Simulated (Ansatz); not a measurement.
This script makes a check of PAW against all-electron LAPW of TiTc, space group Pm-3m with Ansatz 0.2.0, Python API.

The script, `paw_lapw_titc.py`:
```python
"""Checking the PAW result for TiTc with LAPW."""

import ansatz as az
import numpy as np


def count_gap(report):
    # lowest empty less highest filled band, counting bands; zero where they overlap
    return max(report.get("gap_by_band_count_ev") or 0.0, 0.0)

lattice = az.Lattice.of(
    (3.11, 0.0, 0.0),
    (0.0, 3.11, 0.0),
    (0.0, 0.0, 3.11),
)
sites = [
    ("Ti", (0.5, 0.5, 0.5)),
    ("Tc", (0.0, 0.0, 0.0)),
]
titc = az.Crystal(lattice=lattice)
for symbol, position in sites:
    titc = titc.atom(symbol, position)

model = titc.calculation()
model = model.functional("LDA")
model = model.kpoints(11).occupations("cold", width=0.1)
model = model.stress()
model = model.forces()
model = model.band_table()
variants = {
    "PAW": model.pseudopotentials("paw"),
    "LAPW": model.pseudopotentials("all_electron", lapw=True),
}
# totals differ by the cores that each treatment holds, so compare what does not depend on them
rows = []
for label, variant in variants.items():
    rep = variant.run(threads=1, pin="off").report
    levels = np.array(rep["eigenvalues_ev"][0]) - rep["fermi_energy_ev"]
    print(label, "levels at the first k-point near E_F:", np.round(levels[np.abs(levels) < 5], 3))
    rows.append((label, rep["n_electrons"], np.trace(rep["stress_gpa"]) / 3, count_gap(rep)))
for row in rows:
    print("; ".join(f"{name} = {round(v, 4) if isinstance(v, float) else v}" for name, v in zip(["treatment", "electrons in bands", "P GPa", "gap by band count eV"], row)))
```

How well do the two treatments of the cores agree on the pressure?

PAW gives -13.513 GPa and LAPW -13.478 GPa, 0.035 GPa apart. They took 1.4 and 13.2 s of processor time.

The run itself:

```console
$ python paw_lapw_titc.py
DeckWarning: basis.ecutwfc = 500 eV, auto-derived from the records' recommended cutoffs: set by Tc (normal level)
PAW levels at the first k-point near E_F: [-3.96  -3.96  -0.257 -0.257 -0.257  2.497  2.497  4.22   4.22 ]
LAPW levels at the first k-point near E_F: [-3.961 -3.961 -0.257 -0.257 -0.257  2.498  2.498  4.222  4.222]
treatment = PAW; electrons in bands = 27.0; P GPa = -13.5131; gap by band count eV = 0.0
treatment = LAPW; electrons in bands = 43.0; P GPa = -13.4784; gap by band count eV = 0.0
```
(Warnings from the package without file and line.)

Caveats:
- Absolute energies stand on the zero of these potentials, so only differences at equal settings mean something. A total without «per atom» is that of the cell as typed.
- The computed bands are complete only to about 2.5 eV above the Fermi level.
- A gap by band count of zero or less means overlapping bands, a metal, and at an odd count of electrons it is no gap at all.
- At these settings the cell as given stands under about -13 GPa, so it isn't at this functional's equilibrium volume.
- The starting cell is as deposited in a crystallographic database; the results hold for this polymorph, which needn't be the stable one.
- Levels are Kohn-Sham eigenvalues on this mesh, without spin-orbit coupling.
- Pressure is positive in compression; the treatments may keep other shells as core, so totals and counts of electrons can differ.
- Wall time of the script: 16 s on 1 thread of Intel(R) Xeon(R) Processor @ 2.30GHz, on a shared host, peak memory 0.66 GiB.
